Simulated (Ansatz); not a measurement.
# C2H9Al2N: a ladder of functionals and wavefunction methods

How much do the methods differ for C2H9Al2N? The plan is to run it at one geometry with functionals of several rungs and with coupled cluster. The yardstick is the atomisation energy at the CCSD(T) limit.

Computed with Ansatz 0.2.0, Gaussian basis. Level: functionals in def2-TZVPP, the program's frozen cores in correlated methods.

The runs, in order: LDA (SPW92), PBE-D4, revPBE-D4, BLYP-D4, r2SCAN-D4, B97M-V, PBE0-D4, B3LYP-D4, r2SCANh-D4, r2SCAN0-D4, HSE06-D4, BHLYP-D4, CAM-B3LYP-D4, LC-ωPBE, ωB97X-V, ωB97M-V, B2PLYP, PBE-QIDH; CCSD(T)/def2-SVP; CCSD(T)/def2-TZVPP; MP2/def2-QZVPP; extrapolation to the limit; RPA on PBE.

## 1. The geometry

The geometry comes from an earlier relaxation with PBE0-D4 in a triple-zeta def2 set; it is a stationary point, not always the lowest conformer.

14 atoms, charge 0, spin multiplicity 1.

Atoms are counted from 1 here; the program's logs count them from 0.

Bond lengths: C1–C2 1.509 Å, C1–H6 1.098 Å, C1–H7 1.099 Å, C1–H8 1.092 Å, C2–N3 1.505 Å, C2–Al4 2.032 Å, C2–Al5 1.900 Å, N3–Al4 1.964 Å, N3–H9 1.011 Å, N3–H10 1.013 Å, Al4–H11 1.587 Å, Al4–H12 1.584 Å, Al5–H13 1.591 Å, Al5–H14 1.587 Å. Angles: C2–C1–H6 111.6°, C2–C1–H7 113.4°, C2–C1–H8 110.2°, H6–C1–H7 107.4°, H6–C1–H8 107.1°, H7–C1–H8 106.8°, C1–C2–N3 111.5°, C1–C2–Al4 114.6°, C1–C2–Al5 124.7°, N3–C2–Al4 65.5°, N3–C2–Al5 121.8°, Al4–C2–Al5 100.5°, C2–N3–Al4 70.3°, C2–N3–H9 114.7°, C2–N3–H10 112.8°, Al4–N3–H9 122.5°, Al4–N3–H10 120.7°, H9–N3–H10 109.6° and more.

Geometry (Å):

```xyz
14
C2H9Al2N
C    -1.1640    1.0851    0.4506
C     0.0204    0.3211   -0.0873
N     0.9872   -0.0396    1.0086
Al    0.0459   -1.6521    0.3991
Al    0.5086    0.2321   -1.9210
H    -0.8852    2.1039    0.7509
H    -1.6362    0.6039    1.3188
H    -1.9346    1.1756   -0.3177
H     1.9587    0.1378    0.7906
H     0.7539    0.3909    1.8950
H     1.0367   -2.6053   -0.3944
H    -1.0567   -2.1116    1.4391
H     1.9931   -0.1746   -2.3225
H    -0.6404    0.5037   -2.9810
```

## 2. LDA

This LDA is Slater exchange with PW92 correlation.

File in.yaml:

```yaml
crystal:
  periodic: [false, false, false]
  atoms:
    - {symbol: C, position_ang: [-1.163978, 1.085055, 0.450588]}
    - {symbol: C, position_ang: [0.020396, 0.321135, -0.087278]}
    - {symbol: N, position_ang: [0.987151, -0.039626, 1.008637]}
    - {symbol: Al, position_ang: [0.045909, -1.652072, 0.399114]}
    - {symbol: Al, position_ang: [0.508601, 0.232103, -1.921002]}
    - {symbol: H, position_ang: [-0.885249, 2.103886, 0.750864]}
    - {symbol: H, position_ang: [-1.636159, 0.603889, 1.318781]}
    - {symbol: H, position_ang: [-1.934639, 1.175642, -0.317656]}
    - {symbol: H, position_ang: [1.958673, 0.137776, 0.790608]}
    - {symbol: H, position_ang: [0.753898, 0.390857, 1.895045]}
    - {symbol: H, position_ang: [1.036665, -2.605337, -0.394443]}
    - {symbol: H, position_ang: [-1.056664, -2.111602, 1.439103]}
    - {symbol: H, position_ang: [1.993090, -0.174624, -2.322545]}
    - {symbol: H, position_ang: [-0.640396, 0.503717, -2.981016]}
basis:
  gaussian: {orbitals: def2-TZVPP}
hamiltonian: {xc: lda}
output: {orbitals: {seedname: orbitals}}
```

Further steps of the session: PBE-D4 (GGA); revPBE-D4 (GGA); BLYP-D4 (GGA); r2SCAN-D4 (meta-GGA); B97M-V (meta-GGA); PBE0-D4 (hybrid); B3LYP-D4 (hybrid); r2SCANh-D4 (hybrid); r2SCAN0-D4 (hybrid); HSE06-D4 (hybrid); BHLYP-D4 (hybrid); CAM-B3LYP-D4 (range-separated); LC-ωPBE (range-separated); ωB97X-V (range-separated); ωB97M-V (range-separated); B2PLYP (double hybrid); PBE-QIDH (double hybrid); CCSD(T) in def2-SVP; CCSD(T) in def2-TZVPP; MP2 in def2-QZVPP; RPA on PBE orbitals.

Q: Predict the results of all the runs planned. Wanted: atomisation energy, CCSD(T)/CBS; farthest beyond LDA; mean size of error, GGA; mean size of error, meta-GGA; mean size of error, hybrid; mean size of error, range-separated; mean size of error, double hybrid; gap, smallest and largest; T1 diagnostic.

As calculated:

```
                               quantity                                                                                        value
        atomisation energy, CCSD(T)/CBS                                                                                4567.3 kJ/mol
 functionals within 22.8 kJ/mol (0.5 %)  r2SCAN-D4, PBE0-D4, B3LYP-D4, r2SCANh-D4, HSE06-D4, CAM-B3LYP-D4, LC-ωPBE, ωB97X-V, ωB97M-V
                    farthest beyond LDA                                                                     BHLYP-D4 (-102.9 kJ/mol)
                mean size of error, GGA                                                                                  40.6 kJ/mol
           mean size of error, meta-GGA                                                                                  27.4 kJ/mol
             mean size of error, hybrid                                                                                  33.1 kJ/mol
    mean size of error, range-separated                                                                                  17.3 kJ/mol
      mean size of error, double hybrid                                                                                  55.6 kJ/mol
              gap, smallest and largest                                                     3.40 eV (LDA (SPW92)), 9.70 eV (LC-ωPBE)
                          T1 diagnostic                                                                                       0.0117
triples share of the correlation energy                                                                                        3.8 %
```

In words: The LDA atomisation energy is off by 588.2 kJ/mol (13 %): it overbinds. PBE-D4 misses by +37.9 kJ/mol. Double hybrids carry the basis error of their MP2 part in triple zeta, and no dispersion term here, so their miss is partly the set-up's. By mean error the best rung here is range-separated (17.3 kJ/mol) and the worst beyond LDA is double hybrid (55.6 kJ/mol). The gap between the best rungs is small, so their order is not settled. Misses under about 22.8 kJ/mol are within the doubt on the reference itself, which lacks core-valence correlation, relativity and higher excitations. Hartree-Fock recovers 73 % of the binding; the rest is correlation. CCSD(T) in def2-SVP is off by -234.2 kJ/mol, so the small basis spoils what the method gains. The gap grows from 3.4 to 9.7 eV across the functionals, mostly with the share of exact exchange.
